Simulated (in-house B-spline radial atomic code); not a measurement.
# Hf⁴⁵⁺: Hartree-Fock with and without relativity

How do the shells of Hf⁴⁵⁺ move when the Schrödinger Hamiltonian gives way to Dirac's?

Program: in-house B-spline radial atomic code version 1. Level of theory: Hartree-Fock averaged over the configuration, non-relativistic (point nucleus) and Dirac-Coulomb (finite nucleus); spherical all-electron atom at the radial basis limit. These are calculated values, not measurements, unless marked.

## 1. What is computed

| Property | Result |
| --- | --- |
| element | hafnium (Z = 72) |
| charge | +45 |
| electrons | 27 |
| configuration | [Ar] 3d9 |
| nucleus | point (non-relativistic run); Fermi, rms radius 5.347 fm (Dirac runs) |

Outer shells as boxes (Hund's rule):

[Ar] 3d9
```
[Ar] core
3d [↑↓][↑↓][↑↓][↑↓][↑ ]
```

The boxes draw the filling by Hund's rule, which heavy ions in jj coupling don't follow; these runs average over all states of the configuration.

## 2. Non-relativistic run

Settings, as recorded:

```ini
Z = 72
electrons = 27.0
configuration = [Ar] 3d9
hamiltonian = nr
method = hf
spin_polarised = False
```

## 3. Dirac-Coulomb run

Settings, as recorded:

```ini
Z = 72
electrons = 27.0
configuration = [Ar] 3d9
hamiltonian = dirac
method = hf
spin_polarised = False
nucleus = fermi
rms_radius = 5.347
mass_number = 180
atomic_mass = 179.946559537
speed_of_light = 137.035999084
```

## 4. Dirac-Coulomb run in the lowest jj configuration, 1s2 2s2 2p6 3s2 3p6 3d-4 3d+5

In configurations, a minus sign after the shell means j = l − 1/2 and a plus sign j = l + 1/2; the count of electrons follows.

Settings: those of step 3 with these lines changed.

```diff
@@ -2,3 +2,3 @@
 electrons = 27.0
-configuration = [Ar] 3d9
+configuration = 1s2 2s2 2p6 3s2 3p6 3d-4 3d+5
 hamiltonian = dirac
```

How much does each shell's level and mean radius change with the Dirac Hamiltonian, and the total energy?

As calculated:

Levels and radii; the Dirac values are averaged over j with the occupations as weights.

| shell | ε non-rel. (eV) | ε Dirac (eV) | <r> non-rel. (bohr) | <r> Dirac (bohr) | change of <r> (%) |
| --- | --- | --- | --- | --- | --- |
| 1s | -63045.9 | -68106.6 | 0.02104 | 0.01898 | -9.78 |
| 2s | -12309.3 | -13671.9 | 0.08868 | 0.07949 | -10.37 |
| 2p | -11876.2 | -12347.4 | 0.07513 | 0.07106 | -5.41 |
| 3s | -4426.00 | -4792.61 | 0.2198 | 0.2028 | -7.76 |
| 3p | -4230.72 | -4382.02 | 0.2096 | 0.2010 | -4.10 |
| 3d | -3889.04 | -3895.35 | 0.1833 | 0.1815 | -0.97 |

The total energy moves by -749.56 hartree, or -5.8 %, between the two Hamiltonians (nuclear size included). First-order perturbation theory (mass-velocity plus Darwin) gives -639.91 hartree, which is 85 % of the full shift. 2s shrinks most on the average over j, by -10.37 %. Spin-orbit coupling splits the 3d level by 60.737 eV and the 2p level by 1201.77 eV. The lowest jj configuration lies 23.774 eV below the average over the whole configuration. Breit terms add 14.5 hartree and QED terms 10.3 hartree.
